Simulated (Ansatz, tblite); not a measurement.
**Phenanthrenequinone (C₁₄H₈O₂): rung by rung**

How do method and basis change the picture of phenanthrenequinone (C₁₄H₈O₂) (singlet)?

Method: as each input shows; program: Ansatz 0.2.0, Gaussian basis.

The runs, in order: GFN1-xTB, GFN2-xTB, PBE-D4/def2-TZVP, r2SCAN-D4/def2-TZVP, PBE-D4/def2-SVP, PBE0-D4/def2-SVP, HF/6-31G, B3LYP-D4/6-31G, MP2/def2-SVP.

4 further runs of the same task are left out: 4 that didn't finish.

## Step 1: The structure

The singlet was relaxed beforehand with PBE-D4/def2-SVP.

SMILES `O=C1C(=O)c2ccccc2-c2ccccc21`, 24 atoms, charge 0, spin multiplicity 1.

Bond lengths: O1–C2 1.224 Å, C2–C3 1.549 Å, C2–C16 1.488 Å, C3–O4 1.224 Å, C3–C5 1.488 Å, C5–C6 1.409 Å, C5–C10 1.424 Å, C6–C7 1.396 Å, C6–H17 1.100 Å, C7–C8 1.406 Å, C7–H18 1.100 Å, C8–C9 1.400 Å, C8–H19 1.101 Å, C9–C10 1.412 Å, C9–H20 1.098 Å, C10–C11 1.482 Å, C11–C12 1.412 Å, C11–C16 1.424 Å and more. Angles: O1–C2–C3 119.3°, O1–C2–C16 123.0°, C3–C2–C16 117.7°, C2–C3–O4 119.3°, C2–C3–C5 117.7°, O4–C3–C5 123.0°, C3–C5–C6 117.6°, C3–C5–C10 121.7°, C6–C5–C10 120.7°, C5–C6–C7 120.8°, C5–C6–H17 117.2°, C7–C6–H17 122.0°, C6–C7–C8 119.0°, C6–C7–H18 120.5°, C8–C7–H18 120.4°, C7–C8–C9 120.6°, C7–C8–H19 120.1°, C9–C8–H19 119.3° and more.

PBE0-D4/def2-TZVP was run before; its log isn't repeated, and its numbers join the tables.

## Step 2: GFN1-xTB

Tight binding, by tblite at 300 K electronic temperature and without a spin-polarisation term:

```python
tblite.interface.Calculator('GFN1-xTB', numbers, positions, charge=0, uhf=0).singlepoint()
```

Energy -1177.0584 eV, HOMO -11.70 eV, LUMO -10.02 eV; 0.019 s.

## Step 3: GFN2-xTB

Tight binding, by tblite at 300 K electronic temperature and without a spin-polarisation term:

```python
tblite.interface.Calculator('GFN2-xTB', numbers, positions, charge=0, uhf=0).singlepoint()
```

Energy -1146.7812 eV, HOMO -10.47 eV, LUMO -9.08 eV; 0.015 s.

## Step 4: PBE-D4/def2-TZVP

start.molden holds the orbitals of an earlier run on this state, given as this run's starting guess.

File in.yaml:

```yaml
crystal:
  periodic: [false, false, false]
  atoms:
    - {symbol: O, position_ang: [-2.036920, 2.878725, -0.284649]}
    - {symbol: C, position_ang: [-1.224467, 1.968357, -0.192065]}
    - {symbol: C, position_ang: [0.288327, 2.299955, -0.194187]}
    - {symbol: O, position_ang: [0.645278, 3.466528, -0.289625]}
    - {symbol: C, position_ang: [1.245010, 1.166437, -0.078371]}
    - {symbol: C, position_ang: [2.620764, 1.471824, -0.079006]}
    - {symbol: C, position_ang: [3.577378, 0.460156, 0.027087]}
    - {symbol: C, position_ang: [3.149750, -0.874662, 0.134913]}
    - {symbol: C, position_ang: [1.784723, -1.187216, 0.136023]}
    - {symbol: C, position_ang: [0.798586, -0.181563, 0.029959]}
    - {symbol: C, position_ang: [-0.649297, -0.499093, 0.030153]}
    - {symbol: C, position_ang: [-1.124019, -1.825314, 0.134280]}
    - {symbol: C, position_ang: [-2.494587, -2.112570, 0.134640]}
    - {symbol: C, position_ang: [-3.441676, -1.078936, 0.030323]}
    - {symbol: C, position_ang: [-2.996284, 0.240345, -0.074278]}
    - {symbol: C, position_ang: [-1.618944, 0.538541, -0.075810]}
    - {symbol: H, position_ang: [2.901090, 2.532357, -0.165820]}
    - {symbol: H, position_ang: [4.650371, 0.703457, 0.026468]}
    - {symbol: H, position_ang: [3.888956, -1.685834, 0.219649]}
    - {symbol: H, position_ang: [1.490311, -2.241920, 0.222395]}
    - {symbol: H, position_ang: [-0.415201, -2.660303, 0.217423]}
    - {symbol: H, position_ang: [-2.826471, -3.158787, 0.217628]}
    - {symbol: H, position_ang: [-4.518007, -1.307017, 0.031303]}
    - {symbol: H, position_ang: [-3.694690, 1.086512, -0.158444]}
basis:
  gaussian: {orbitals: def2-TZVP, initial_orbitals: start.molden}
hamiltonian: {xc: pbe, dispersion: d4}
scf: {omitted_lower_state_checks: [starts]}
output: {orbitals: {seedname: orbitals}}
```

Launch:

```bash
$ ansatz run in.yaml --threads 4 --pin off --events-out ev --progress --plain --max-ram 6963MiB
```

After this run come: r2SCAN-D4/def2-TZVP; PBE-D4/def2-SVP; PBE0-D4/def2-SVP; HF/6-31G; B3LYP-D4/6-31G; MP2/def2-SVP.

Q: Predict the results of all the runs planned. Wanted: gap in def2-TZVP, named functionals, smallest and largest; correlation energy, MP2/def2-SVP; binding an atom, functionals in def2-TZVP; PBE0 total energy, smallest basis above largest.

**Answer**, as computed:

| quantity | value |
| --- | --- |
| gap in def2-TZVP, named functionals, smallest and largest | 1.56 eV (PBE-D4), 3.83 eV (PBE0-D4) |
| correlation energy, MP2/def2-SVP | -58.50 eV |
| binding an atom, functionals in def2-TZVP | 5.52 (r2SCAN-D4) to 5.73 eV (PBE-D4) |
| PBE0 total energy, smallest basis above largest | 19.83 eV (def2-SVP, def2-TZVP) |

**Reading.** Orbital gaps of the named functionals in def2-TZVP span 1.56 eV (PBE-D4) to 3.83 eV (PBE0-D4); exact exchange widens it.
